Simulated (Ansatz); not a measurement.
# MgGeH (quartet): wave-function methods side by side at distance Mg2–H3 = 1.352 Å, 6-31G

How much of the correlation energy of MgGeH (quartet) does each wave-function method recover here?

Computed with Ansatz 0.2.0, Gaussian basis. Level: 6-31G, core rule «outside noble gas», up to 19 orbitals frozen.

Plan: UHF; CCSD(T) on ROHF; CCSD(T) on UHF; BCCD(T) on ROHF; CISD; CCSDT(Q) on ROHF; CCSDT(Q) on UHF; CASSCF and MRCISD+Q, 5 electrons in 5 orbitals; CASSCF and NEVPT2, 5 electrons in 5 orbitals; CASSCF and MRCISD+Q, 7 electrons in 9 orbitals; CASSCF and NEVPT2, 7 electrons in 9 orbitals; Full CI.

18 further runs of the same task are left out: 15 that didn't finish, 3 set aside as unsound or not needed.

**1. What is computed**

The geometry derives from a PBE0/def2-TZVP stationary point (not a proven minimum). One bond is set to the value named and the two fragments are kept rigid. No spin-orbit coupling is included. The filled d shell of Ge may be among the frozen orbitals whatever the setting's name suggests; the logs give the count.

3 atoms, charge 0, spin multiplicity 4.

Atoms are counted from 1 here; the program's logs count them from 0.

Bond lengths: Ge1–Mg2 2.553 Å, Mg2–H3 1.352 Å. Angles: Ge1–Mg2–H3 180.0°.

**2. UHF**

in.yaml

```yaml
crystal:
  periodic: [false, false, false]
  atoms:
    - {symbol: Ge, position_ang: [0.000000, 0.000000, 2.152412]}
    - {symbol: Mg, position_ang: [0.000000, 0.000000, -0.400206]}
    - {symbol: H, position_ang: [0.000000, 0.000000, -1.752206]}
basis:
  gaussian: {orbitals: 6-31G}
magnetization: {spin_polarized: true, initial_magnetization: 3}
hamiltonian: {xc: hf}
output: {orbitals: {seedname: orbitals}}
```

Command:

```bash
$ ansatz run in.yaml --threads 1 --pin off --events-out ev --progress --plain --max-ram 2393MiB
```

Further steps of the session: CCSD(T) on ROHF; CCSD(T) on UHF; BCCD(T) on ROHF; CISD; CCSDT(Q) on ROHF; CCSDT(Q) on UHF; CASSCF and MRCISD+Q, 5 electrons in 5 orbitals; CASSCF and NEVPT2, 5 electrons in 5 orbitals; CASSCF and MRCISD+Q, 7 electrons in 9 orbitals; CASSCF and NEVPT2, 7 electrons in 9 orbitals; Full CI.

**Question.** What will the summary of the whole plan be? Wanted: FCI from the RHF energy; RMP2 from FCI; UMP2 from FCI; RCCSD from FCI; RCCSD(T) from FCI; UCCSD(T) from FCI; RCCSDT(Q) from FCI; UCCSDT(Q) from FCI; NEVPT2 pair from FCI.

**Answer**, as computed:

| quantity | value |
| --- | --- |
| FCI from the ROHF energy | -1.4489 eV |
| RMP2 from FCI | +10.19 kcal/mol |
| UMP2 from FCI | +10.14 kcal/mol |
| RCCSD from FCI | +0.85 kcal/mol |
| RCCSD(T) from FCI | +0.28 kcal/mol |
| UCCSD(T) from FCI | +0.21 kcal/mol |
| RCCSDT(Q) from FCI | 0.00 kcal/mol |
| UCCSDT(Q) from FCI | -0.07 kcal/mol |
| NEVPT2 pair from FCI | +7.77 kcal/mol |
| MRCISD+Q pair from FCI | +0.23 kcal/mol |
| NEVPT2 valence from FCI | +3.28 kcal/mol |
| levels within 1 kcal/mol (43 meV) | RCCSD, UCCSD, RCCSD(T), UCCSD(T), BCCD(T), RCCSDT, UCCSDT, RCCSDT(Q), UCCSDT(Q), MRCISD+Q pair, MRCISD valence, MRCISD+Q valence |
| T1 diagnostic | 0.024 |
| effectively unpaired electrons | 3.02 |

In words: RCCSD(T) misses by +0.28 kcal/mol, 0.8 % of the correlation energy. UCCSDT, UCCSDT(Q) fall below full CI: unrestricted runs freeze a spin-polarised core, another one than full CI's, and coupled cluster isn't variational. One determinant dominates. Of the multireference levels listed MRCISD+Q valence comes nearest in total energy (+0.10 kcal/mol), which doesn't show that its space is the better one. These misses are within one basis, not against nature; the frozen cores of restricted and unrestricted runs differ, which can shift their rows.

Levels on UHF freeze UHF's core orbitals, full CI those of ROHF, so the U rows can settle a little off it for that reason alone.

With open shells the CI space here admits some triples and quadruples, so it is larger than plain CISD.
